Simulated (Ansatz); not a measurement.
# ClH4NSSi: the cost of one run

Program: Ansatz 0.2.0, Gaussian basis. Level of theory: the settings change from run to run. These are calculated values, not measurements.

### 1 The relaxed structure

An earlier PBE0-D4 in a triple-zeta def2 set relaxation fixed the geometry.

SMILES `N[SiH](S)Cl`, 8 atoms, charge 0, spin multiplicity 1.

Atoms are counted from 1 here; the program's logs count them from 0.

Bond lengths: N1–Si2 1.694 Å, N1–H5 1.007 Å, N1–H6 1.007 Å, Si2–S3 2.123 Å, Si2–Cl4 2.069 Å, Si2–H7 1.477 Å, S3–H8 1.343 Å. Angles: Si2–N1–H5 120.7°, Si2–N1–H6 121.2°, H5–N1–H6 112.2°, N1–Si2–S3 105.5°, N1–Si2–Cl4 116.2°, N1–Si2–H7 107.7°, S3–Si2–Cl4 107.8°, S3–Si2–H7 115.1°, Cl4–Si2–H7 104.9°, Si2–S3–H8 94.3°.

### 2 rPW86-PBE/cc-pVTZ

This run has atoms shaken by 0.08 Å, high accuracy.

in.yaml reads:

```yaml
crystal:
  periodic: [false, false, false]
  atoms:
    - {symbol: N, position_ang: [-0.394243, 1.428214, 0.232593]}
    - {symbol: Si, position_ang: [0.423577, -0.187726, -0.157402]}
    - {symbol: S, position_ang: [0.102319, -1.343141, 1.393455]}
    - {symbol: Cl, position_ang: [-0.415935, -1.292084, -1.883970]}
    - {symbol: H, position_ang: [-0.205871, 2.073583, -0.213521]}
    - {symbol: H, position_ang: [-1.400700, 1.304680, 0.430870]}
    - {symbol: H, position_ang: [1.663037, 0.152435, -0.546773]}
    - {symbol: H, position_ang: [0.053929, -2.513679, 0.897783]}
basis:
  gaussian: {orbitals: cc-pVTZ}
hamiltonian: {xc: {name: rPW86-PBE}}
accuracy: high
```

Run with:

```sh
$ ansatz run in.yaml --threads 2 --pin off --events-out ev --progress --plain --max-ram 4352MiB
```

Q: Estimate wall time and peak memory on 2 threads of Arm Neoverse V2, shared host.

About 21 s, with a peak of 0.93 GiB.
